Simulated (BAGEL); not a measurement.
# C3H5Ga (SMILES C#[C][GaH][CH3]), step by step

Wanted: a single-point energy (HF/def2-SVP), then a single-point energy (NEVPT2(2,2)/def2-SVP) of C3H5Ga. 

Program for the calculation: BAGEL 1.2.2.

1 further run of the same task is left out (set aside as unsound or not needed).

### Step 1. The structure to begin with

C3H5Ga has 9 atoms, charge 0, and is taken as a singlet. As SMILES, `C#[C][GaH][CH3]`. The C4–H9 distance was set to 2.078 Å, away from the relaxed value. At this shape a bond of the SMILES string is far longer than usual.

Bond lengths: C1–C2 1.210 Å, C2–Ga3 1.925 Å, Ga3–C4 1.958 Å, C1–H5 1.066 Å, Ga3–H6 1.564 Å, C4–H7 1.093 Å, C4–H8 1.090 Å. Angles: C1–C2–Ga3 179.3°, C2–Ga3–C4 117.4°, C2–C1–H5 179.8°, C2–Ga3–H6 117.1°, C4–Ga3–H6 125.5°, Ga3–C4–H7 109.9°, Ga3–C4–H8 112.6°, H7–C4–H8 109.1°.

### Step 2. A single-point energy at HF/def2-SVP (density fitting with svp-jkfit) (run 1)

Contents of hf.json:

```json
{ "bagel" : [

{
  "title" : "molecule",
  "basis" : "svp",
  "df_basis" : "svp-jkfit",
  "angstrom" : true,
  "geometry" : [
    { "atom" : "C", "xyz" : [       2.250087,       0.826700,      -1.502960 ] },
    { "atom" : "C", "xyz" : [       1.701387,       0.755100,      -0.427060 ] },
    { "atom" : "Ga", "xyz" : [       0.820187,       0.621100,       1.279440 ] },
    { "atom" : "C", "xyz" : [      -0.284713,      -0.962600,       1.602140 ] },
    { "atom" : "H", "xyz" : [       2.735087,       0.893000,      -2.450360 ] },
    { "atom" : "H", "xyz" : [       1.043987,       1.793000,       2.291240 ] },
    { "atom" : "H", "xyz" : [       0.299987,      -1.867300,       1.417840 ] },
    { "atom" : "H", "xyz" : [      -0.683813,      -0.996400,       2.615740 ] },
    { "atom" : "H", "xyz" : [      -1.871000,      -0.983500,       0.260000 ] }
  ]
},

{
  "title" : "hf"
},

{
  "title" : "print",
  "file" : "orbitals.molden",
  "orbitals" : true
}

]}
```

Run with:

```
BAGEL_NUM_THREADS=1 BAGEL hf.json > hf.out
```

The log of the run:

```text
* using 1 threads per process

  ===============================================================
  ===============================================================

  *** Geometry ***

  { "atom" : "C", "xyz" : [      4.252048,      1.562237,     -2.840183 ] },
  { "atom" : "C", "xyz" : [      3.215155,      1.426932,     -0.807026 ] },
  { "atom" : "Ga", "xyz" : [      1.549929,      1.173709,      2.417791 ] },
  { "atom" : "C", "xyz" : [     -0.538030,     -1.819050,      3.027606 ] },
  { "atom" : "H", "xyz" : [      5.168565,      1.687525,     -4.630509 ] },
  { "atom" : "H", "xyz" : [      1.972850,      3.388279,      4.329816 ] },
  { "atom" : "H", "xyz" : [      0.566893,     -3.528686,      2.679329 ] },
  { "atom" : "H", "xyz" : [     -1.292219,     -1.882923,      4.943032 ] },
  { "atom" : "H", "xyz" : [     -3.535678,     -1.858546,      0.491329 ] },

  Number of auxiliary basis functions:      581

  Since a DF basis is specified, we compute 2- and 3-index integrals:
    o Being stored without compression. Storage requirement is 0.046 GB

  Number of basis functions:       99
  Number of electrons      :       54

    * METHOD: MOLECULE                             0.40

  *** RHF ***

  === Nuclear Repulsion ===
   211.8508456156

      * DIIS with orbital gradients will be used.

  === RHF iteration (svp) ===
      0      -2039.02707841          0.01425384           0.13
      1      -2039.16536416          0.00816741           0.12
      2      -2039.20650691          0.00150138           0.12
      3      -2039.20914590          0.00059603           0.12
      4      -2039.20945225          0.00011763           0.12
      5      -2039.20948158          0.00006390           0.12
      6      -2039.20948560          0.00003449           0.11
      7      -2039.20948764          0.00000966           0.12
      8      -2039.20948788          0.00000551           0.12
      9      -2039.20948795          0.00000309           0.12
     10      -2039.20948798          0.00000115           0.11
     11      -2039.20948798          0.00000060           0.11
     12      -2039.20948798          0.00000019           0.12
     13      -2039.20948798          0.00000012           0.11
     14      -2039.20948798          0.00000004           0.12
     15      -2039.20948798          0.00000002           0.12
     16      -2039.20948798          0.00000001           0.12
     17      -2039.20948798          0.00000001           0.12
    * SCF iteration converged.

    * Permanent dipole moment:
           (   -0.378160,     0.159301,    -0.342483) a.u.

    * METHOD: HF                                   2.43

    * METHOD: PRINT                                0.02

  ===============================================================
```

Run time: 3 s. Hardware: 1 thread of Arm Neoverse V1, shared host; peak memory 0.17 GiB.

### Step 3. A single-point energy at NEVPT2(2,2)/def2-SVP (density fitting with svp-jkfit) (run 2)

Contents of calc.json:

```json
{ "bagel": [

{
  "title": "molecule",
  "basis": "svp",
  "df_basis": "svp-jkfit",
  "angstrom": "true",
  "geometry": [
    { "atom": "C", "xyz": [       2.250087,       0.826700,      -1.502960 ] },
    { "atom": "C", "xyz": [       1.701387,       0.755100,      -0.427060 ] },
    { "atom": "Ga", "xyz": [       0.820187,       0.621100,       1.279440 ] },
    { "atom": "C", "xyz": [      -0.284713,      -0.962600,       1.602140 ] },
    { "atom": "H", "xyz": [       2.735087,       0.893000,      -2.450360 ] },
    { "atom": "H", "xyz": [       1.043987,       1.793000,       2.291240 ] },
    { "atom": "H", "xyz": [       0.299987,      -1.867300,       1.417840 ] },
    { "atom": "H", "xyz": [      -0.683813,      -0.996400,       2.615740 ] },
    { "atom": "H", "xyz": [      -1.871000,      -0.983500,       0.260000 ] }
  ]
},

{ "title": "hf" },

{ "title": "casscf", "nstate": 1, "nact": 2, "nclosed": 26, "active": [27, 28], "maxiter": 200, "natocc": "true" },

{ "title": "nevpt2", "nstate": 1, "nact": 2, "nclosed": 26, "active": [27, 28], "maxiter": 200, "natocc": "true", "ncore": 12 },

{ "title": "print", "file": "orbitals.molden", "orbitals": "true" }

]}
```

Run with:

```
BAGEL_NUM_THREADS=1 BAGEL calc.json > calc.out
```

The log of the run:

```text
* using 1 threads per process

  ===============================================================
  ===============================================================

  *** Geometry ***

  { "atom" : "C", "xyz" : [      4.252048,      1.562237,     -2.840183 ] },
  { "atom" : "C", "xyz" : [      3.215155,      1.426932,     -0.807026 ] },
  { "atom" : "Ga", "xyz" : [      1.549929,      1.173709,      2.417791 ] },
  { "atom" : "C", "xyz" : [     -0.538030,     -1.819050,      3.027606 ] },
  { "atom" : "H", "xyz" : [      5.168565,      1.687525,     -4.630509 ] },
  { "atom" : "H", "xyz" : [      1.972850,      3.388279,      4.329816 ] },
  { "atom" : "H", "xyz" : [      0.566893,     -3.528686,      2.679329 ] },
  { "atom" : "H", "xyz" : [     -1.292219,     -1.882923,      4.943032 ] },
  { "atom" : "H", "xyz" : [     -3.535678,     -1.858546,      0.491329 ] },

  Number of auxiliary basis functions:      581

  Since a DF basis is specified, we compute 2- and 3-index integrals:
    o Being stored without compression. Storage requirement is 0.046 GB

  Number of basis functions:       99
  Number of electrons      :       54

    * METHOD: MOLECULE                             0.40

  *** RHF ***

  === Nuclear Repulsion ===
   211.8508456156

      * DIIS with orbital gradients will be used.

  === RHF iteration (svp) ===
      0      -2039.02707841          0.01425384           0.12
      1      -2039.16536416          0.00816741           0.12
      2      -2039.20650691          0.00150138           0.12
      3      -2039.20914590          0.00059603           0.12
      4      -2039.20945225          0.00011763           0.12
      5      -2039.20948158          0.00006390           0.12
      6      -2039.20948560          0.00003449           0.11
      7      -2039.20948764          0.00000966           0.11
      8      -2039.20948788          0.00000551           0.11
      9      -2039.20948795          0.00000309           0.11
     10      -2039.20948798          0.00000115           0.11
     11      -2039.20948798          0.00000060           0.12
     12      -2039.20948798          0.00000019           0.12
     13      -2039.20948798          0.00000012           0.12
     14      -2039.20948798          0.00000004           0.12
     15      -2039.20948798          0.00000002           0.12
     16      -2039.20948798          0.00000001           0.12
     17      -2039.20948798          0.00000001           0.12
    * SCF iteration converged.

    * Permanent dipole moment:
           (   -0.378160,     0.159301,    -0.342483) a.u.

    * METHOD: HF                                   2.41

  ---------------------------
      CASSCF calculation
  ---------------------------

    ==== Active orbitals : =====
         Orbital 27
         Orbital 28
    ============================

    * nstate   :      1
    * nclosed  :     26
    * nact     :      2
    * nvirt    :     71
  === CASSCF iteration (svp) ===

    * Using the second-order algorithm

      0  0     -2039.21759235     1.25e-03      0.03

      1  0     -2039.25536947     2.42e-03      0.61

      2  0     -2039.26465189     7.79e-04      0.67

      3  0     -2039.26507876     1.95e-04      0.68

      4  0     -2039.26509816     4.94e-05      0.66

      5  0     -2039.26509929     1.26e-05      0.68

      6  0     -2039.26509936     3.23e-06      0.65

      7  0     -2039.26509936     8.26e-07      0.69

      8  0     -2039.26509936     2.11e-07      0.68

      9  0     -2039.26509936     5.39e-08      0.63

     10  0     -2039.26509936     1.38e-08      0.58

     11  0     -2039.26509936     3.51e-09      0.56

    * Second-order optimization converged. *

     guess   0:   closed 1.                   open ..

  === FCI iteration ===

      0  0     -2039.20462388     8.29e-02      0.00
      1  0     -2039.26481589     5.39e-03      0.00
      2  0 *   -2039.26509936     6.91e-16      0.00

     * ci vector, state   0, <S^2> = 0.0000
       2.     0.9394276926
       .2    -0.3427471524

    * METHOD: CASSCF                               7.40

    * freezing 12 orbitals

  === DF-NEVPT2 calculation ===

    * 3-index integral transformation done
    * assembly done

      NEVPT2 correlation energy:   -0.5799740953      0.32

          (+0)     -0.5326837629
          (+0)'    -0.0117319215
          (+1)     -0.0065279050
          (+1)'    -0.0000000000
          (+2)     -0.0003371388
          (-1)     -0.0262725774
          (-1)'     0.0000000000
          (-2)     -0.0024207898

      NEVPT2 total energy:       -2039.8450734590

    * METHOD: NEVPT2                               0.54

    * METHOD: PRINT                                0.03

  ===============================================================
```

Wall time 11 s (1 thread of Arm Neoverse V1, shared host); peak memory 0.17 GiB.

### Step 4. Results

| quantity | value |
| --- | --- |
| run 1, HF/def2-SVP: total energy | -2039.20949 Eh |
| run 1, HF/def2-SVP: dipole moment | 1.36 D |
| run 1, HF/def2-SVP: HOMO energy | -9.85 eV |
| run 1, HF/def2-SVP: LUMO energy | 0.53 eV |
| run 1, HF/def2-SVP: HOMO–LUMO gap | 10.38 eV |
| run 2, NEVPT2(2,2)/def2-SVP: total energy | -2039.84507 Eh |

What this shows: One bond (run 1, HF/def2-SVP) is far stretched, which a spin-restricted single reference describes badly; a broken-symmetry solution may lie lower.
